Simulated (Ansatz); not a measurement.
**HfN: structure and electronic properties**

An exercise on one series of results from a longer session: the logs are not shown, and one member is left open.

Computed with Ansatz 0.2.0 (DFT r2SCAN, scalar-relativistic, plane waves, PAW, unless a step's input says otherwise).

## The starting structure

It takes space group Fm-3m (No. 225, cubic). Conventional cell: a = 4.512 Å, b = 4.512 Å, c = 4.512 Å, α = 90.00°, β = 90.00°, γ = 90.00°. Hf (site symmetry m-3m) is surrounded by 6 N at 2.26 Å. Around N (site symmetry m-3m) lie 6 Hf at 2.26 Å.

As a file:

```cif
data_structure
_symmetry_space_group_name_H-M 'Fm-3m'
_symmetry_Int_Tables_number 225
_cell_length_a 4.5120
_cell_length_b 4.5120
_cell_length_c 4.5120
_cell_angle_alpha 90.000
_cell_angle_beta 90.000
_cell_angle_gamma 90.000
_cell_volume 91.86
loop_
_atom_site_label
_atom_site_type_symbol
_atom_site_symmetry_multiplicity
_atom_site_Wyckoff_symbol
_atom_site_fract_x
_atom_site_fract_y
_atom_site_fract_z
_atom_site_occupancy
Hf1 Hf 4 a 0.00000 0.00000 0.00000 1
N1 N 4 b 0.50000 0.00000 0.00000 1
```

Source of the structure: the Crystallography Open Database.

Set-up of the first run:

(A quick probe on a coarse mesh, which set the mesh and smearing, is not shown.)

The input, input.yaml:

```yaml
crystal:
  lattice:
    - [0.0, 2.256, 2.256]
    - [2.256, 0.0, 2.256]
    - [2.256, 2.256, 0.0]
  atoms:
    - { symbol: Hf, position: [0.0, 0.0, 0.0] }
    - { symbol: "N", position: [0.5, 0.5, 0.5] }
basis:
  ecutwfc: 500
kpoints:
  mp_grid: { grid: [16, 16, 16] }
hamiltonian:
  xc: r2scan
scf:
  occupations: { method: gaussian, width: 0.1 }
output:
  forces: true
  stress: true
  eigenvalues: true
  write_density: true
  write_potential: true
  elf: true
  volumetric_format: npy
relax:
  adjacent_minimum: "off"
  f_tol: 0.005
  max_steps: 80
  cell: { stress_tol: 0.05 }
```

Started as:

```console
$ ansatz run input.yaml --threads 1 --pin off --max-ram 2560MiB --backend cpu --events-out ev --progress --plain --runs-dir out
```

Among the steps run: The relaxation; Electronic structure at the relaxed geometry; Point at V/V0 = 0.97; Volume × 1.03; The cell scaled to 0.94 of its volume; Volume × 1.06.

One of the session's tables, all rows but one given; the rest of the session is left out.

```
volume (Å³/atom)  energy above the lowest point (meV/atom)  pressure (GPa)
          10.890                                      40.8           19.86
          11.238                                       9.6            9.14
          11.585                                       0.0           -0.02
          11.933                                         ?               ?
          12.280                                      33.3          -14.54
```

Estimate the missing values for volume (Å³/atom) = 11.933.

Worked estimate for «energy above the lowest point (meV/atom)». A straight line through the neighbours (11.585, 0.0) and (12.280, 33.3) gives 0.0 + (33.3 − 0.0) × (11.933 − 11.585) / (12.280 − 11.585) = 16.7; a parabola fitted to 3 rows on both sides gives 7.9.

As computed: energy above the lowest point (meV/atom): 8.8; pressure (GPa): -7.85. In «energy above the lowest point (meV/atom)» the line misses by +7.9 and the parabola by -0.9.

To keep in mind: Spin polarisation is off in the runs that give these values; a magnetic solution could lie lower.
